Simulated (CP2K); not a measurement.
# Rh in CP2K: notebook

The runs below take Rh through work function, with PBE, LDA, PBEsol.

Program: CP2K 2026.2. These are calculated values, not measurements. Logs are shortened: lines on timing, memory, paths and dates and some standing lists are left out, and cuts for length are marked.

### Step 1. The structure

The cell holds a slab with vacuum, 6 atoms: a = 2.689 Å, b = 2.689 Å, c = 24.508 Å, α = 90.00°, β = 90.00°, γ = 90.00°.

The slab is cut from a database's or a generator's crystal, which needn't be the stable form of the element.

### Step 2. Work function, PBE

Input file rh_workfunction.inp:

```
&GLOBAL
  PROJECT rh_workfunction
  RUN_TYPE ENERGY_FORCE
  PRINT_LEVEL LOW
&END GLOBAL
&FORCE_EVAL
  METHOD QS
  &DFT
    BASIS_SET_FILE_NAME BASIS_MOLOPT_UZH
    POTENTIAL_FILE_NAME POTENTIAL_UZH
    &MGRID
      CUTOFF 675
      REL_CUTOFF 60
      NGRIDS 5
    &END MGRID
    &QS
      METHOD GPW
      EPS_DEFAULT 1.0E-10
    &END QS
    &KPOINTS
      SCHEME MONKHORST-PACK 8 8 1
      GAMMA_CENTERED T
      SYMMETRY T
      SYMMETRY_BACKEND SPGLIB
    &END KPOINTS
    &SCF
      SCF_GUESS ATOMIC
      EPS_SCF 1.0E-6
      MAX_SCF 100
      ADDED_MOS 36
      CHOLESKY OFF
      EPS_EIGVAL 1.0E-7
      &DIAGONALIZATION ON
        ALGORITHM STANDARD
      &END DIAGONALIZATION
      &MIXING ON
        METHOD BROYDEN_MIXING
        ALPHA 0.2
        BETA 1.5
        NBUFFER 8
      &END MIXING
      &SMEAR ON
        METHOD FERMI_DIRAC
        ELECTRONIC_TEMPERATURE [K] 580.226
      &END SMEAR
    &END SCF
    &XC
      &XC_FUNCTIONAL PBE
      &END XC_FUNCTIONAL
    &END XC
    &PRINT
      &KPOINTS ON
      &END KPOINTS
      &MULLIKEN ON
      &END MULLIKEN
      &MO ON
        ENERGIES T
        OCCUPATION_NUMBERS T
        &EACH
          QS_SCF 0
        &END EACH
        ADD_LAST NUMERIC
      &END MO
      &LOWDIN ON
      &END LOWDIN
      &HIRSHFELD ON
        SHAPE_FUNCTION DENSITY
      &END HIRSHFELD
      &E_DENSITY_CUBE ON
        STRIDE 1
      &END E_DENSITY_CUBE
      &V_HARTREE_CUBE ON
        STRIDE 1
      &END V_HARTREE_CUBE
      &ELF_CUBE ON
        STRIDE 1
      &END ELF_CUBE
    &END PRINT
  &END DFT
  &SUBSYS
    &CELL
      A 2.6891977995 0.0000000000 0.0000000000
      B 0.0000000000 2.6891977995 0.0000000000
      C 0.0000000000 0.0000000000 24.5077500000
      PERIODIC XYZ
    &END CELL
    &COORD
      SCALED
      Rh  0.5000000000 0.5000000000 0.3060256449
      Rh  0.0000000000 0.0000000000 0.3836153870
      Rh  0.5000000000 0.5000000000 0.4612051290
      Rh  0.0000000000 0.0000000000 0.5387948710
      Rh  0.5000000000 0.5000000000 0.6163846130
      Rh  0.0000000000 0.0000000000 0.6939743551
    &END COORD
    &KIND Rh
      BASIS_SET DZVP-MOLOPT-PBE-GTH-q17
      POTENTIAL GTH-PBE-q17
    &END KIND
    &PRINT
      &ATOMIC_COORDINATES ON
      &END ATOMIC_COORDINATES
      &CELL ON
      &END CELL
    &END PRINT
  &END SUBSYS
  &PRINT
    &FORCES ON
    &END FORCES
  &END PRINT
&END FORCE_EVAL
```

Potentials or basis: POTENTIAL_UZH Rh GTH-PBE-q17; DZVP-MOLOPT-PBE-GTH basis.

Launch:

```
OMP_NUM_THREADS=1 mpirun -n 4 cp2k.psmp -i rh_workfunction.inp -o rh_workfunction.out
```

rh_workfunction.out:

```text

 CP2K| version string:                                       CP2K version 2026.2
 CP2K| Input file name                                       rh_workfunction.inp

 GLOBAL| Force Environment number                                              1
 GLOBAL| Basis set file name                                    BASIS_MOLOPT_UZH
 GLOBAL| Potential file name                                       POTENTIAL_UZH
 GLOBAL| MM Potential file name                                     MM_POTENTIAL
 GLOBAL| Coordinate file name                                      __STD_INPUT__
 GLOBAL| Method name                                                        CP2K
 GLOBAL| Project name                                            rh_workfunction
 GLOBAL| Run type                                                   ENERGY_FORCE
 GLOBAL| FFT library                                                       FFTW3
 GLOBAL| Diagonalization library                                       ScaLAPACK
 GLOBAL| Cholesky decomposition library                                ScaLAPACK
 GLOBAL| DGEMM library                                                      BLAS
 GLOBAL| Direct generalized diagonalization requested                          F
 GLOBAL| Matrix multiplication library                                 ScaLAPACK
 GLOBAL| Global print level                                                  LOW
 GLOBAL| Total number of message passing processes                             4
 GLOBAL| Number of threads for this process                                    1
 GLOBAL| CPU model name                                                  UNKNOWN

 CELL| Volume [angstrom^3]:                                           177.234774
 CELL| Vector a [angstrom]:       2.689     0.000     0.000   |a| =     2.689198
 CELL| Vector b [angstrom]:       0.000     2.689     0.000   |b| =     2.689198
 CELL| Vector c [angstrom]:       0.000     0.000    24.508   |c| =    24.507750
 CELL| Angle (b,c), alpha [degree]:                                    90.000000
 CELL| Angle (a,c), beta  [degree]:                                    90.000000
 CELL| Angle (a,b), gamma [degree]:                                    90.000000
 CELL| Numerically orthorhombic:                                             YES
 CELL| Periodicity                                                           XYZ

 CELL_REF| Volume [angstrom^3]:                                       177.234774
 CELL_REF| Vector a [angstrom     2.689     0.000     0.000   |a| =     2.689198
 CELL_REF| Vector b [angstrom     0.000     2.689     0.000   |b| =     2.689198
 CELL_REF| Vector c [angstrom     0.000     0.000    24.508   |c| =    24.507750
 CELL_REF| Angle (b,c), alpha [degree]:                                90.000000
 CELL_REF| Angle (a,c), beta  [degree]:                                90.000000
 CELL_REF| Angle (a,b), gamma [degree]:                                90.000000
 CELL_REF| Numerically orthorhombic:                                         YES
 CELL_REF| Periodicity                                                       XYZ

[... 8 lines left out ...]
 TOTAL NUMBERS AND MAXIMUM NUMBERS

  Total number of            - Atomic kinds:                                   1
                             - Atoms:                                          6
                             - Shell sets:                                     6
                             - Shells:                                        48
[... 128 lines left out ...]

  Total energy:                                              -657.16861338754995
  Total energy (extrapolated to T->0):                       -657.16707730704297

 MO| EIGENVALUES AND OCCUPATION NUMBERS FOR K POINT 1
 MO|
 MO|  Index      Eigenvalue [a.u.]        Eigenvalue [eV]             Occupation
 MO|      1              -2.681475             -72.966650               2.000000
 MO|      2              -2.681428             -72.965372               2.000000
 MO|      3              -2.680887             -72.950648               2.000000
 MO|      4              -2.680486             -72.939724               2.000000
 MO|      5              -2.655688             -72.264957               2.000000
 MO|      6              -2.655688             -72.264956               2.000000
[... 1288 lines left out ...]
 MO|     86               1.154888              31.426092               0.000000
 MO|     87               1.210282              32.933452               0.000000
 MO| Sum:                                                              99.096328
 MO| E(Fermi):            0.210037 a.u.          5.715401 eV

 [... the levels of further k-points ...]

 The electron density is written in Cube    file format to the file:

 rh_workfunction-ELECTRON_DENSITY-1_0.cube

 !-----------------------------------------------------------------------------!
                     Mulliken Population Analysis

 #  Atom  Element  Kind  Atomic population                           Net charge
       1     Rh       1         17.041456                             -0.041456
       2     Rh       1         16.950964                              0.049036
       3     Rh       1         17.007580                             -0.007580
       4     Rh       1         17.007580                             -0.007580
       5     Rh       1         16.950963                              0.049037
       6     Rh       1         17.041457                             -0.041457
 # Total charge                            102.000000                 -0.000000

 !-----------------------------------------------------------------------------!

 !-----------------------------------------------------------------------------!
                           Hirshfeld Charges

  #Atom  Element  Kind  Ref Charge     Population                    Net charge
      1       Rh     1      17.000         17.018                        -0.018
      2       Rh     1      17.000         16.982                         0.018
      3       Rh     1      17.000         17.000                         0.000
      4       Rh     1      17.000         17.000                         0.000
      5       Rh     1      17.000         16.982                         0.018
      6       Rh     1      17.000         17.018                        -0.018

  Total Charge                                                           -0.000
 !-----------------------------------------------------------------------------!

 LOWDIN POPULATION ANALYSIS

 #  Atom  Element  Kind  Atomic population                           Net charge
       1     Rh       1         16.958866                              0.041134
       2     Rh       1         17.040073                             -0.040073
       3     Rh       1         17.001061                             -0.001061
       4     Rh       1         17.001062                             -0.001062
       5     Rh       1         17.040073                             -0.040073
       6     Rh       1         16.958866                              0.041134
 # Total charge                            102.000000                 -0.000000

               ----- ELF is computed on the real space grid -----

 ELF is written in Cube    file format to the file:

 rh_workfunction-ELF_S1-1_0.cube

 ENERGY| Total FORCE_EVAL ( QS ) energy [hartree]           -657.168630186769633

 FORCES| Atomic forces [hartree/bohr]
 FORCES|   Atom     x               y               z               |f|
 FORCES|      1  1.47602920E-12  1.22873953E-12  4.39634164E-03   4.39634164E-03
 FORCES|      2  2.14362182E-09  2.14400543E-09 -1.06578659E-02   1.06578659E-02
 FORCES|      3  8.22397930E-13  5.37160695E-13 -5.78067758E-03   5.78067758E-03
 FORCES|      4  2.40014833E-09  2.40054546E-09  5.77573308E-03   5.77573308E-03
 FORCES|      5 -3.48818808E-13 -7.30827270E-13  1.06559582E-02   1.06559582E-02
 FORCES|      6  2.02597478E-09  2.02615868E-09 -4.39646932E-03   4.39646932E-03
 FORCES| Sum     6.57169454E-09  6.57174465E-09 -6.97981819E-06
 FORCES| Total atomic force                                       6.97982438E-06
```

Wall time 54 s (4 MPI ranks of Arm Neoverse V2, shared host).

What came out:

```
Free energy                     : -17882.4679 eV
Largest force                   : 0.548 eV/Å
Band gap on the k mesh          : none (metal or under the smearing width)
Work function                   : 4.93 eV
Work function of the upper face : 4.93 eV
Work function of the lower face : 4.93 eV
```

Forces on the atoms (eV/Å):
```
Rh   0.000  0.000  0.226
Rh   0.000  0.000 -0.548
Rh   0.000  0.000 -0.297
Rh   0.000  0.000  0.297
Rh   0.000  0.000  0.548
Rh   0.000  0.000 -0.226
```

Caveat: the basis of atomic orbitals isn't converged, which shifts pressures, moduli and gaps.

### Step 3. Work function, LDA

rh_workfunction.inp: that of step 2 with these lines changed.

```diff
@@ -47,3 +47,7 @@
     &XC
-      &XC_FUNCTIONAL PBE
+      &XC_FUNCTIONAL
+        &LDA_X
+        &END LDA_X
+        &LDA_C_PW
+        &END LDA_C_PW
       &END XC_FUNCTIONAL
```

Potentials or basis: POTENTIAL_UZH Rh GTH-PBE-q17; DZVP-MOLOPT-PBE-GTH basis.

Launch:

```
OMP_NUM_THREADS=1 mpirun -n 4 cp2k.psmp -i rh_workfunction.inp -o rh_workfunction.out
```

rh_workfunction.out:

```text

 CP2K| version string:                                       CP2K version 2026.2
 CP2K| Input file name                                       rh_workfunction.inp

 GLOBAL| Force Environment number                                              1
 GLOBAL| Basis set file name                                    BASIS_MOLOPT_UZH
 GLOBAL| Potential file name                                       POTENTIAL_UZH
 GLOBAL| MM Potential file name                                     MM_POTENTIAL
 GLOBAL| Coordinate file name                                      __STD_INPUT__
 GLOBAL| Method name                                                        CP2K
 GLOBAL| Project name                                            rh_workfunction
 GLOBAL| Run type                                                   ENERGY_FORCE
 GLOBAL| FFT library                                                       FFTW3
 GLOBAL| Diagonalization library                                       ScaLAPACK
 GLOBAL| Cholesky decomposition library                                ScaLAPACK
 GLOBAL| DGEMM library                                                      BLAS
 GLOBAL| Direct generalized diagonalization requested                          F
 GLOBAL| Matrix multiplication library                                 ScaLAPACK
 GLOBAL| Global print level                                                  LOW
 GLOBAL| Total number of message passing processes                             4
 GLOBAL| Number of threads for this process                                    1
 GLOBAL| CPU model name                                                  UNKNOWN

 CELL| Volume [angstrom^3]:                                           177.234774
 CELL| Vector a [angstrom]:       2.689     0.000     0.000   |a| =     2.689198
[... 1486 lines left out ...]

 !-----------------------------------------------------------------------------!
                           Hirshfeld Charges

  #Atom  Element  Kind  Ref Charge     Population                    Net charge
      1       Rh     1      17.000         17.018                        -0.018
      2       Rh     1      17.000         16.982                         0.018
      3       Rh     1      17.000         17.000                         0.000
      4       Rh     1      17.000         17.000                         0.000
      5       Rh     1      17.000         16.982                         0.018
      6       Rh     1      17.000         17.018                        -0.018

  Total Charge                                                           -0.000
 !-----------------------------------------------------------------------------!

 LOWDIN POPULATION ANALYSIS

 #  Atom  Element  Kind  Atomic population                           Net charge
       1     Rh       1         16.957057                              0.042943
       2     Rh       1         17.041519                             -0.041519
       3     Rh       1         17.001424                             -0.001424
       4     Rh       1         17.001424                             -0.001424
       5     Rh       1         17.041519                             -0.041519
       6     Rh       1         16.957058                              0.042942
 # Total charge                            102.000000                 -0.000000

               ----- ELF is computed on the real space grid -----

 ELF is written in Cube    file format to the file:

 rh_workfunction-ELF_S1-1_0.cube

 ENERGY| Total FORCE_EVAL ( QS ) energy [hartree]           -656.260970631334317

 FORCES| Atomic forces [hartree/bohr]
 FORCES|   Atom     x               y               z               |f|
 FORCES|      1  1.53062452E-12  1.24041385E-12  1.95267958E-02   1.95267958E-02
 FORCES|      2  2.20214693E-09  2.20258721E-09 -1.17129832E-02   1.17129832E-02
 FORCES|      3  9.32130128E-13  5.91799665E-13 -5.67777768E-03   5.67777768E-03
 FORCES|      4  2.46525705E-09  2.46570476E-09  5.67862744E-03   5.67862744E-03
 FORCES|      5 -4.17708284E-13 -8.97465635E-13  1.17115224E-02   1.17115224E-02
 FORCES|      6  2.08070152E-09  2.08090146E-09 -1.95266393E-02   1.95266393E-02
 FORCES| Sum     6.75015055E-09  6.75012817E-09 -4.54397573E-07
 FORCES| Total atomic force                                       4.54497837E-07
```

It took 53 s on 4 MPI ranks of Arm Neoverse V2, shared host.

Results:

```
Free energy                     : -17857.7692 eV
Largest force                   : 1.004 eV/Å
Band gap on the k mesh          : none (metal or under the smearing width)
Work function                   : 5.33 eV
Work function of the upper face : 5.33 eV
Work function of the lower face : 5.33 eV
```

Forces in eV/Å, atoms in the order of the input:
```
Rh   0.000  0.000  1.004
Rh   0.000  0.000 -0.602
Rh   0.000  0.000 -0.292
Rh   0.000  0.000  0.292
Rh   0.000  0.000  0.602
Rh   0.000  0.000 -1.004
```

Levels at points of the mesh, in eV from the Fermi level:
```csv
k point,band 46,band 47,band 48,band 49,band 50,band 51,band 52,band 53,band 54,band 55
"(0.00, 0.00, 0.00)",-1.13,-0.92,-0.63,-0.57,-0.57,-0.21,-0.21,0.24,0.34,0.34
"(0.00, 0.50, 0.00)",-1.65,-0.60,-0.60,-0.08,-0.08,0.13,0.13,0.53,0.53,1.34
"(0.50, 0.50, 0.00)",0.36,0.43,0.43,1.02,1.02,1.02,1.02,1.61,1.61,3.75
```

Caveat: the potentials were made for another functional, which shifts forces and pressure; the basis of atomic orbitals isn't converged, which shifts pressures, moduli and gaps.

(Continued in part 2 of 2.)
